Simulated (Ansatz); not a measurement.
**H4O2Se2Zr: basis-set convergence**

The task here is to estimate one member of a computed series from the others.

Program: Ansatz 0.2.0, Gaussian basis. Level of theory: one geometry, several basis sets. These are calculated values, not measurements.

The runs, in order: PBE0-D4/def2-SVP; ωB97M-V/def2-SVP; PBE0-D4/def2-QZVPP; ωB97M-V/def2-QZVPP; the functionals' def2-TZVPP values are taken from earlier runs.

## Structure used throughout

All runs share one geometry, relaxed beforehand with PBE0-D4 in a triple-zeta def2 set. Zr takes the def2 core potential; no spin-orbit term is included.

9 atoms, charge 0, spin multiplicity 1.

Atoms are counted from 1 here; the program's logs count them from 0.

Bond lengths: O1–Zr2 1.898 Å, O1–H6 0.953 Å, Zr2–O3 1.898 Å, Zr2–Se4 2.595 Å, Zr2–Se5 2.595 Å, O3–H7 0.953 Å, Se4–H8 1.473 Å, Se5–H9 1.473 Å. Angles: Zr2–O1–H6 168.4°, O1–Zr2–O3 116.4°, O1–Zr2–Se4 103.8°, O1–Zr2–Se5 111.2°, O3–Zr2–Se4 111.2°, O3–Zr2–Se5 103.8°, Se4–Zr2–Se5 110.5°, Zr2–O3–H7 168.3°, Zr2–Se4–H8 89.2°, Zr2–Se5–H9 89.2°.

The first run:

File in.yaml:

```yaml
crystal:
  periodic: [false, false, false]
  atoms:
    - {symbol: O, position_ang: [-0.753339, 0.909251, -1.620895]}
    - {symbol: Zr, position_ang: [0.096769, 0.050813, -0.156950]}
    - {symbol: O, position_ang: [1.957982, -0.276778, -0.334060]}
    - {symbol: Se, position_ang: [-1.223841, -2.167022, 0.113885]}
    - {symbol: Se, position_ang: [-0.078741, 1.482994, 2.000411]}
    - {symbol: H, position_ang: [-1.009117, 1.426239, -2.380137]}
    - {symbol: H, position_ang: [2.851936, -0.458201, -0.611700]}
    - {symbol: H, position_ang: [-0.309486, -2.555260, 1.200880]}
    - {symbol: H, position_ang: [-1.532162, 1.587964, 1.788566]}
basis:
  gaussian: {orbitals: def2-SVP}
hamiltonian: {xc: pbe0, dispersion: d4}
output: {orbitals: {seedname: orbitals}}
```

Started as:

```bash
$ ansatz run in.yaml --threads 4 --pin off --events-out ev --progress --plain --max-ram 11315MiB
```

Steps of the session up to this table: PBE0-D4 in def2-SVP; ωB97M-V in def2-SVP; PBE0-D4 in def2-QZVPP; ωB97M-V in def2-QZVPP.

One of the session's tables, all rows but one given; the rest of the session is left out.

It belongs to the step «Density functionals: the series». 

```
functional       basis  HOMO (eV)
   PBE0-D4    def2-SVP      -6.57
   PBE0-D4  def2-TZVPP      -6.68
   PBE0-D4  def2-QZVPP      -6.70
   ωB97M-V    def2-SVP          ?
   ωB97M-V  def2-TZVPP      -8.74
   ωB97M-V  def2-QZVPP      -8.76
```

Q: Estimate the row for ωB97M-V, def2-SVP from the others.

**Answer.** HOMO (eV): -8.60. In the column «HOMO (eV)» it lies between ωB97M-V, def2-TZVPP (-8.74) and PBE0-D4, def2-QZVPP (-6.70).
